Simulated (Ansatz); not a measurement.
# BiTe (Fm-3m) in Ansatz: settings compared

Aim: see how the results for BiTe move with the level of theory and the settings. Levels: PBE+D3(BJ), PBE+D4, PBEsol+D3(BJ), PBEsol+D4. Tasks: relaxation of cell and atoms.

Program: Ansatz 0.2.0. These are calculated values, not measurements. Logs are shortened: lines on timing, memory, paths and dates and some standing lists are left out, and cuts for length are marked.

### 1 The structure

It takes space group Fm-3m (No. 225, cubic). The conventional cell has a = 6.470 Å, b = 6.470 Å, c = 6.470 Å, α = 90.00°, β = 90.00°, γ = 90.00°. Around Bi (site symmetry m-3m) lie 6 Te at 3.23 Å. Te (site symmetry m-3m) has 6 Bi at 3.23 Å as nearest neighbours.

### 2 Relaxation of cell and atoms, PBE+D3(BJ)

input.yaml

```yaml
crystal:
  lattice:
    - [0.0, 3.235, 3.235]
    - [3.235, 0.0, 3.235]
    - [3.235, 3.235, 0.0]
  atoms:
    - { symbol: Bi, position: [0.0, 0.0, 0.0] }
    - { symbol: Te, position: [0.5, 0.5, 0.5] }
hamiltonian:
  xc: pbe
  pseudopotentials: { kind: paw }
  dispersion: d3bj
kpoints:
  mp_grid: { grid: [7, 7, 7] }
scf:
  occupations: { method: fermi_dirac, width: 0.05 }
output:
  forces: true
  stress: true
  eigenvalues: true
relax:
  f_tol: 0.01
  max_steps: 40
  cell: { stress_tol: 0.05 }
```

Potentials or basis: Ansatz PAW.

Started as:

```
ansatz run input.yaml --threads 2 --pin off --max-ram 5632MiB --backend cpu --events-out ev --progress --plain --runs-dir out
```

The log of the run:

```text
Warning: RAYON_NUM_THREADS=2 ignored (pool sized by the plan → 2); use --threads N
Engine: ansatz 0.2.0, aarch64-unknown-linux-gnu
Pseudopotentials: kind: paw
Pseudopotential: Bi, paw, valence charge 15, recommended cutoff 420 eV (normal), Bi.paw.azcp
Pseudopotential: Te, paw, valence charge 16, recommended cutoff 420 eV (normal), Te.paw.azcp
Functional definition: PBE
  parameter kappa = 0.804
  parameter beta = 0.06672455060314922
  exchange = pbe_x(kappa = kappa, mu = beta*pi^2/3)
  correlation = pbe_c(beta = beta)
Crystal: 2 atoms, lattice volume = 67.710 Å³
Basis set: ecut = 420 eV, 1363 PW (Γ), exchange–correlation on 64×64×64 points (8 copies of the dense FFT grid, shifted against one another)
Bands: 20, of which v1, the nominal top of the filled ones, is band 16 counted from 1 (15 counted from 0)
Symmetry: 48 space group operations
Space group: Fm-3m (ITA 225), of the structure as read, at distance tolerance 4.1e-5 Å
k-points: 20 of 343
Non-local potential: Bi, projectors of the file, l = 0: 2, l = 1: 2, l = 2: 2, l = 3: 2
Non-local potential: Te, projectors of the file, l = 0: 2, l = 1: 2, l = 2: 2, l = 3: 2
PAW form: soft (Blöchl's): semilocal exchange-correlation on the pseudo side does not see the compensation charge
PAW one-centre angular grid: Bi, 590 points (default); XC on 64 Gauss nodes
PAW one-centre angular grid: Te, 590 points (default); XC on 64 Gauss nodes
Initial density: superposition of atomic densities (neutral atoms: chi_scale 0, normalization atom), corrected by the library's trained network
Initial wavefunctions: pseudopotential atomic-orbital guess
Functional: x = pbe(κ = 0.804, μ = 0.2195149727645171), c = pbe(β = 0.06672455060314922)
SCF iter   1: F=—  HF=-19377.539361 eV  |F-HF|=—  |Δ(HF+E_count)|=         —  Δρ=8.89e-4  dr2=8.85e-4  ethr=1.77e-3  ⟨swp⟩=6.4  Hψ=2069  notcnv=0
preconditioner: auto → LDOS  [metal: Δε(μ)=0.027 eV  Ē_g=9.452 eV  σ=0.050 eV  W_gap=0.13  n_scr=14 (ndim 8)  ℏωp=15.0 eV  f_vac=0.012  D(μ)=2.86/eV (n_scr^D=26)  β→1.0]
SCF iter   2: F=—  HF=-19377.537780 eV  |F-HF|=—  |Δ(HF+E_count)|=   1.58e-3  Δρ=6.74e-4  dr2=2.67e-4  ethr=2.86e-6  ⟨swp⟩=2.9  Hψ=989  notcnv=0
SCF iter   3: F=—  HF=-19377.537701 eV  |F-HF|=—  |Δ(HF+E_count)|=   7.83e-5  Δρ=2.32e-4  dr2=6.63e-5  ethr=8.62e-7  ⟨swp⟩=2.0  Hψ=704  notcnv=0  defer=1
SCF iter   4: F=—  HF=-19377.537680 eV  |F-HF|=—  |Δ(HF+E_count)|=   2.12e-5  Δρ=1.22e-4  dr2=1.54e-5  ethr=2.14e-7  ⟨swp⟩=2.4  Hψ=555  notcnv=0  defer=1
SCF iter   5: F=—  HF=-19377.537676 eV  |F-HF|=—  |Δ(HF+E_count)|=   4.18e-6  Δρ=5.81e-5  dr2=2.90e-6  ethr=4.96e-8  ⟨swp⟩=2.4  Hψ=708  notcnv=0  defer=1
SCF iter   6: F=—  HF=-19377.537675 eV  |F-HF|=—  |Δ(HF+E_count)|=   1.30e-6  Δρ=1.25e-5  dr2=1.15e-7  ethr=9.36e-9  ⟨swp⟩=2.0  Hψ=599  notcnv=0  defer=1
SCF iter   7: F=-19377.537675 eV  HF=-19377.537675 eV  |F-HF|=4.60e-9  |Δ(HF+E_count)|=   5.39e-8  Δρ=2.93e-6  dr2=4.32e-9  ethr=3.23e-10  ⟨swp⟩=7.5  Hψ=2099  notcnv=0
SCF 1 converged in 7 iterations: F = -19377.537675 eV  dr2 = 4.32e-9
relax step   1: F+E_penalty+E_count = -19377.53767466 eV  Δ(F+E_penalty+E_count) = +0.000e0 eV  max|allowed force component| = 2.393e-29 eV/Å  Δτ_max = 0.0000 Å  P = -1.307 GPa  Ω = 67.710 Å³  (7 SCF iters, dr2 threshold 1.00e-7 eV, accepted)
Crystal: 2 atoms, lattice volume = 65.096 Å³
Basis set: ecut = 420 eV, 1243 PW (Γ), exchange–correlation on 64×64×64 points (8 copies of the dense FFT grid, shifted against one another)
Initial density: handed on by an earlier stage of this run
Initial wavefunctions: those handed on with the density
iter 1 solved again at ethr=3.30e-6 eV; its pass at ethr=3.10e-3 eV (dr2=1.02e-3 eV) is discarded
SCF iter   1: F=—  HF=-19377.543967 eV  |F-HF|=—  |Δ(HF+E_count)|=         —  Δρ=8.07e-4  dr2=8.98e-4  ethr=3.30e-6  ⟨swp⟩=3.0  Hψ=2739  notcnv=0
preconditioner: auto → Kerker (q_TF=auto, 2.411 Å⁻¹)  [metal: Δε(μ)=0.028 eV  Ē_g=9.636 eV  σ=0.050 eV  W_gap=0.14  n_scr=14 (ndim 8)  ℏωp=15.3 eV  f_vac=0.005  D(μ)=2.91/eV (n_scr^D=26)]
SCF iter   2: F=—  HF=-19377.543823 eV  |F-HF|=—  |Δ(HF+E_count)|=   1.44e-4  Δρ=5.30e-4  dr2=3.71e-4  ethr=2.90e-6  ⟨swp⟩=1.0  Hψ=400  notcnv=0
SCF iter   3: F=—  HF=-19377.543768 eV  |F-HF|=—  |Δ(HF+E_count)|=   5.52e-5  Δρ=1.50e-4  dr2=3.06e-5  ethr=1.20e-6  ⟨swp⟩=1.9  Hψ=461  notcnv=0
SCF iter   4: F=—  HF=-19377.543773 eV  |F-HF|=—  |Δ(HF+E_count)|=   5.71e-6  Δρ=4.30e-5  dr2=2.08e-6  ethr=9.86e-8  ⟨swp⟩=2.1  Hψ=519  notcnv=0
SCF iter   5: F=-19377.543776 eV  HF=-19377.543776 eV  |F-HF|=2.50e-7  |Δ(HF+E_count)|=   2.49e-6  Δρ=1.28e-5  dr2=9.85e-8  ethr=6.45e-10  ⟨swp⟩=5.5  Hψ=2252  notcnv=0
SCF 2 converged in 5 iterations: F = -19377.543776 eV  dr2 = 9.85e-8
relax step   2: F+E_penalty+E_count = -19377.54377611 eV  Δ(F+E_penalty+E_count) = -6.101e-3 eV  max|allowed force component| = 1.190e-29 eV/Å  Δτ_max = 0.0000 Å  P = +0.689 GPa  Ω = 65.096 Å³  energy of the carried Pulay correction = +4.697e-4 eV  (5 SCF iters, dr2 threshold 2.00e-7 eV, accepted)
Crystal: 2 atoms, lattice volume = 65.975 Å³
iter 1 solved again at ethr=6.72e-7 eV; its pass at ethr=3.10e-3 eV (dr2=2.08e-4 eV) is discarded
SCF iter   1: F=—  HF=-19377.545427 eV  |F-HF|=—  |Δ(HF+E_count)|=         —  Δρ=2.80e-4  dr2=1.11e-4  ethr=6.72e-7  ⟨swp⟩=3.0  Hψ=2580  notcnv=0
preconditioner: auto → Kerker (q_TF=auto, 2.406 Å⁻¹)  [metal: Δε(μ)=0.017 eV  Ē_g=9.562 eV  σ=0.050 eV  W_gap=0.08  n_scr=14 (ndim 8)  ℏωp=15.2 eV  f_vac=0.009  D(μ)=2.90/eV (n_scr^D=26)]
SCF iter   2: F=—  HF=-19377.545400 eV  |F-HF|=—  |Δ(HF+E_count)|=   2.67e-5  Δρ=1.83e-4  dr2=4.40e-5  ethr=3.57e-7  ⟨swp⟩=1.0  Hψ=400  notcnv=0
SCF iter   3: F=—  HF=-19377.545393 eV  |F-HF|=—  |Δ(HF+E_count)|=   7.33e-6  Δρ=5.37e-5  dr2=3.94e-6  ethr=1.42e-7  ⟨swp⟩=1.8  Hψ=427  notcnv=0
SCF iter   4: F=—  HF=-19377.545393 eV  |F-HF|=—  |Δ(HF+E_count)|=   7.47e-7  Δρ=1.84e-5  dr2=4.46e-7  ethr=1.27e-8  ⟨swp⟩=2.0  Hψ=505  notcnv=0
SCF iter   5: F=-19377.545394 eV  HF=-19377.545394 eV  |F-HF|=4.33e-8  |Δ(HF+E_count)|=   3.04e-7  Δρ=5.60e-6  dr2=1.97e-8  ethr=6.45e-10  ⟨swp⟩=6.7  Hψ=1973  notcnv=0
SCF 3 converged in 5 iterations: F = -19377.545394 eV  dr2 = 1.97e-8
relax step   3: F+E_penalty+E_count = -19377.54539382 eV  Δ(F+E_penalty+E_count) = -1.618e-3 eV  max|allowed force component| = 1.476e-29 eV/Å  Δτ_max = 0.0000 Å  P = -0.031 GPa  Ω = 65.975 Å³  energy of the carried Pulay correction = +3.097e-4 eV  (5 SCF iters, dr2 threshold 2.00e-7 eV, accepted)
Initial wavefunctions: pseudopotential atomic-orbital guess (no wavefunctions were taken with the density)
iter 1 solved again at ethr=2.06e-7 eV; its pass at ethr=3.10e-3 eV (dr2=6.38e-5 eV) is discarded
SCF iter   1: F=—  HF=-19377.545083 eV  |F-HF|=—  |Δ(HF+E_count)|=         —  Δρ=3.05e-5  dr2=1.29e-7  ethr=2.06e-7  ⟨swp⟩=3.7  Hψ=3267  notcnv=0
preconditioner: auto → Kerker (q_TF=auto, 2.406 Å⁻¹)  [metal: Δε(μ)=0.015 eV  Ē_g=9.561 eV  σ=0.050 eV  W_gap=0.07  n_scr=14 (ndim 8)  ℏωp=15.2 eV  f_vac=0.009  D(μ)=2.90/eV (n_scr^D=26)]
SCF iter   2: F=—  HF=-19377.545077 eV  |F-HF|=—  |Δ(HF+E_count)|=   5.49e-6  Δρ=1.62e-5  dr2=3.91e-8  ethr=4.15e-10  ⟨swp⟩=2.9  Hψ=818  notcnv=0
SCF iter   3: F=—  HF=-19377.545077 eV  |F-HF|=—  |Δ(HF+E_count)|=   5.22e-8  Δρ=2.81e-6  dr2=4.43e-9  ethr=1.26e-10  ⟨swp⟩=2.1  Hψ=705  notcnv=0
SCF iter   4: F=—  HF=-19377.545077 eV  |F-HF|=—  |Δ(HF+E_count)|=   7.03e-9  Δρ=7.71e-7  dr2=6.09e-10  ethr=1.43e-11  ⟨swp⟩=2.0  Hψ=513  notcnv=0
SCF iter   5: F=—  HF=-19377.545077 eV  |F-HF|=—  |Δ(HF+E_count)|=   1.00e-9  Δρ=3.32e-7  dr2=1.15e-10  ethr=1.96e-12  ⟨swp⟩=2.0  Hψ=512  notcnv=0
SCF iter   6: F=-19377.545077 eV  HF=-19377.545077 eV  |F-HF|=7.28e-12  |Δ(HF+E_count)|=  1.24e-10  Δρ=5.27e-8  dr2=2.53e-12  ethr=1.00e-12  ⟨swp⟩=5.4  Hψ=2103  notcnv=0
SCF 4 converged in 6 iterations: F = -19377.545077 eV  dr2 = 2.53e-12
relax step   4: F+E_penalty+E_count = -19377.54507741 eV  Δ(F+E_penalty+E_count) = +3.164e-4 eV  max|allowed force component| = 1.229e-29 eV/Å  Δτ_max = 0.0000 Å  P = -0.030 GPa  Ω = 65.975 Å³  stress off target by 3.01e-2 GPa  SCF on the basis re-selected at this cell (its energy is not comparable with the rows above)  (6 SCF iters)
basis re-selected at this cell: Δ(F+E_penalty+E_count) = +3.164e-4 eV, ΔP = +0.001 GPa vs the last step (what re-selecting the basis moved, of the pressure what is left beyond the Pulay correction that the steps carried, after the strain that the cell walked since its last selection, with what the two solves' SCF thresholds leave and, on support functions, any second-order correction that the steps lacked; it is no measure of the basis error at this ecutwfc). This SCF's stress stands 3.01e-2 GPa from its target on what of the cell is left free (relax.cell.stress_tol is 5.00e-2 GPa) and its largest allowed force component is 1.23e-29 eV/Å (relax.f_tol is 1.00e-2 eV/Å): within both
SCF converged after 6 iterations
Free energy (F): -19377.545077 eV
Harris-Foulkes:  -19377.545077 eV  (|F-HF|=7.28e-12)
Internal energy: -19377.523667 eV  (E = F + TS)
E sigma→0 (E₀):  -19377.534372 eV
Entropy (-TS):   -0.021410 eV (-10.705 meV/atom)
Fermi energy:    10.272525 eV
--- Per-component energies (eV) ---
  E_band       = -352.714883
  E_kinetic    = 482.639408
  E_local      = -2720.281748  (includes V_loc(G=0)·N_el)
  E_nonlocal   = 249.960102
  E_hartree    = 1274.609351
  E_xc         = -275.967691
  E_vxc        = -248.806585  (∫ρ·V_xc dr)
  E_paw        = -15325.017360  (= ΣΔE_a)
  E_vpaw       = -665.444211  (= ΣTr[D̂ρ^β])
  E_aug_tail   = -0.000611  (compensation charges beyond the density's cutoff)
  E_ewald      = -3062.536997
  E_disp       = -0.928122  (pairwise vdW)
  E_smearing   = -0.021410  (= −TS)
  E_closure    = 0.000000  (closes the sum)
  Σ components = -19377.545077   (vs F -19377.545077, Δ=0.00e0)
--- Forces (eV/Å), atoms counted from 1 ---
  atom   1  Bi    -0.00000000    -0.00000000    -0.00000000
  atom   2  Te     0.00000000    -0.00000000     0.00000000
  max |Σ_I F_I| component: 2.17e-29 eV/Å
--- Stress (GPa, compression-positive) ---
       -0.030137      -0.000000      -0.000000
       -0.000000      -0.030137      -0.000000
       -0.000000      -0.000000      -0.030137
  P = ⅓ Tr σ = -0.0301 GPa (-0.301 kbar)
--- Band table (eV; the first three rows and the last of 20) ---
  k-point 0: bands = ["-27.0832", "-27.0832", "-27.0817", "-27.0817", "-27.0817", "-12.9420", "-12.9420", "-12.9380", "-12.9380", "-12.9380", "-3.4739", "2.2089", "7.6135", "7.6135", "7.6135", "12.4381", "12.4381", "12.4381", "14.8757", "14.8757"]
  k-point 1: bands = ["-27.0831", "-27.0831", "-27.0816", "-27.0816", "-27.0816", "-12.9430", "-12.9430", "-12.9377", "-12.9368", "-12.9368", "-3.2855", "1.7284", "7.6749", "7.6749", "7.8143", "11.6501", "11.7556", "11.7556", "14.7180", "15.2482"]
  k-point 2: bands = ["-27.0830", "-27.0830", "-27.0815", "-27.0813", "-27.0813", "-12.9457", "-12.9457", "-12.9369", "-12.9336", "-12.9336", "-2.7308", "0.6147", "7.8768", "7.8768", "8.1875", "10.4440", "10.5959", "10.5959", "15.2799", "16.2992"]
  k-point 19: bands = ["-27.0833", "-27.0828", "-27.0814", "-27.0812", "-27.0808", "-12.9535", "-12.9426", "-12.9357", "-12.9327", "-12.9272", "-1.1224", "-0.7039", "4.9882", "5.5952", "8.2235", "10.3528", "13.5582", "14.4351", "14.8795", "16.0341"]
--- Relaxed structure (3 steps of the walk, 3 accepted, 1 SCFs on fresh bases) ---
  F+E_penalty+E_count = -19377.54507741 eV   max|allowed force component| = 1.229e-29 eV/Å   (the final SCF, on the basis selected at the relaxed cell)
  cell:  # Å, volume = 65.9752 Å³
    - [1.2134570406041998e-37, 3.207133100769222, 3.207133100769222]
    - [3.207133100769222, -1.655995910691067e-34, 3.207133100769222]
    - [3.207133100769222, 3.207133100769222, 3.8336635950777333e-35]
  atoms:
    - { symbol: Bi, position: [1.1162654237205174e-35, -6.821622033855166e-36, -1.9224571186291696e-35] }
    - { symbol: Te, position: [0.5, 0.5, 0.5] }
```

Run time: 3.3 s. Hardware: 2 threads of Arm Neoverse V2, shared host; peak memory 0.35 GiB.

Results:

```yaml
Free_energy: -19377.5451 eV
Relaxed_volume: 32.99 Å³/atom
Relaxed_cell: a = 4.536 Å, b = 4.536 Å, c = 4.536 Å, α = 60.00°, β = 60.00°, γ = 60.00°
Space_group_after_relaxing_to_0.05_Å: Fm-3m (No. 225)
Energy_gained_by_relaxing: 3.7 meV/atom
Ionic_steps: 4
Pressure_after_relaxing: 0.0 GPa
Band_gap_on_the_k_mesh: none (metal or under the smearing width)
```

The path:
```csv
step,energy change (eV),largest force (eV/Å),volume (Å³)
1,0.0000,0.0000,67.71
2,-0.0061,0.0000,65.10
3,-0.0077,0.0000,65.98
4,-0.0074,0.0000,65.98
```

Final structure:
```yaml
crystal:
  lattice:
    - [0.00000, 3.20713, 3.20713]
    - [3.20713, 0.00000, 3.20713]
    - [3.20713, 3.20713, 0.00000]
  atoms:
    - { symbol: Bi, position: [0.00000, 0.00000, 0.00000] }
    - { symbol: Te, position: [0.50000, 0.50000, 0.50000] }
```

Levels at points of the mesh, in eV from the Fermi level:
| k point | band 13 | band 14 | band 15 | band 16 | band 17 | band 18 |
| --- | --- | --- | --- | --- | --- | --- |
| (0.00, 0.00, 0.00) | -2.66 | -2.66 | -2.66 | 2.17 | 2.17 | 2.17 |

Caveat: the plane-wave basis is chosen anew once the cell has moved, so the energies of steps on either side of that aren't comparable; spin-orbit coupling is left out, which moves the levels of the heavy elements; pairwise dispersion overbinds metals, which lowers pressure and volume.

(Continued in part 2 of 2.)
